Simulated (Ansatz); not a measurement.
# ClH4NSSi: the cost of one run

Program: the Python package of Ansatz 0.2.0. Level of theory: CAM-B3LYP/def2-SVPD. These are calculated values, not measurements.

## (1) The structure

Bond lengths: N1–Si2 1.637 Å, Si2–S3 2.113 Å, Si2–Cl4 2.000 Å, N1–H5 1.065 Å, N1–H6 1.053 Å, Si2–H7 1.505 Å, S3–H8 1.352 Å. Angles: N1–Si2–S3 105.8°, N1–Si2–Cl4 110.5°, N1–Si2–H7 108.9°, S3–Si2–Cl4 110.3°, S3–Si2–H7 113.4°, Cl4–Si2–H7 108.0°, Si2–N1–H5 109.4°, Si2–N1–H6 110.4°, H5–N1–H6 100.3°, Si2–S3–H8 95.0°.

The script holds or builds the structure itself.

## (2) The code

clh4nssi.py reads:

```python
"""Dipole of ClH4NSSi in the field of point charges."""

import ansatz as az
import numpy as np


def main() -> None:
    molecule = (
        az.Crystal.molecule()
        .atom("N", (-0.2315, 1.377, 0.2129))
        .atom("Si", (0.3423, -0.1041, -0.182))
        .atom("S", (-0.1571, -1.3648, 1.4386))
        .atom("Cl", (-0.5184, -0.7616, -1.863))
        .atom("H", (-0.3469, 1.9584, -0.672))
        .atom("H", (-1.2341, 1.3105, 0.5274))
        .atom("H", (1.8237, -0.0029, -0.4269))
        .atom("H", (0.4141, -2.4696, 0.9093))
    )

    setup = molecule.calculation()
    setup = setup.basis(gaussian="def2-SVPD").functional("cam_b3lyp")
    setup = setup.forces()
    # charges +q and -q at -R and +R make a nearly even field 2 k q / R^2 at the centre
    centre = np.mean([site.position_ang for site in molecule.cartesian_sites], axis=0)
    field = 2 * 14.399645 * 2.0 / 40.0 ** 2


    def dipole(axis, sign):
        arm = 40.0 * np.eye(3)[axis]
        pair = [{"charge": sign * 2.0, "position_ang": (centre - arm).tolist()}, {"charge": -sign * 2.0, "position_ang": (centre + arm).tolist()}]
        deck = setup.input().set(az.key.basis.gaussian.point_charges, pair)
        return np.array(az.Session.from_dict(deck).plan().execute().report["charge_distribution"]["dipole_moment_e_ang"])


    print(f"field {field:.4f} V/A")
    alpha = np.array([(dipole(axis, 1) - dipole(axis, -1)) / (2 * field) * 14.399645 for axis in range(3)])
    print("polarisability tensor (A^3)")
    print(np.array2string(alpha, precision=3, suppress_small=True))
    print(f"mean {np.trace(alpha) / 3:.3f} A^3 = {np.trace(alpha) / 3 / 0.14818471:.2f} bohr^3")


if __name__ == "__main__":
    main()
```

## (3) The input behind the calls

The package turns the script's settings into the engine's input (first run):

```yaml
crystal:
  periodic: [false, false, false]
  atoms:
    - { symbol: "N", position_ang: [-0.2315, 1.377, 0.2129] }
    - { symbol: Si, position_ang: [0.3423, -0.1041, -0.182] }
    - { symbol: S, position_ang: [-0.1571, -1.3648, 1.4386] }
    - { symbol: Cl, position_ang: [-0.5184, -0.7616, -1.863] }
    - { symbol: H, position_ang: [-0.3469, 1.9584, -0.672] }
    - { symbol: H, position_ang: [-1.2341, 1.3105, 0.5274] }
    - { symbol: H, position_ang: [1.8237, -0.0029, -0.4269] }
    - { symbol: H, position_ang: [0.4141, -2.4696, 0.9093] }
basis:
  gaussian:
    orbitals: def2-SVPD
    point_charges:
      - { charge: 2.0, position_ang: [-39.9884875, -0.007137499999999963, -0.00696250000000001] }
      - { charge: -2.0, position_ang: [40.0115125, -0.007137499999999963, -0.00696250000000001] }
hamiltonian:
  xc: cam_b3lyp
output:
  forces: true
```

## (4) Running it

Run with:

```
$ python clh4nssi.py
```

What time and memory should one allow on 1 thread of Arm Neoverse V1, shared host?

About 49 s, with a peak of 0.41 GiB.
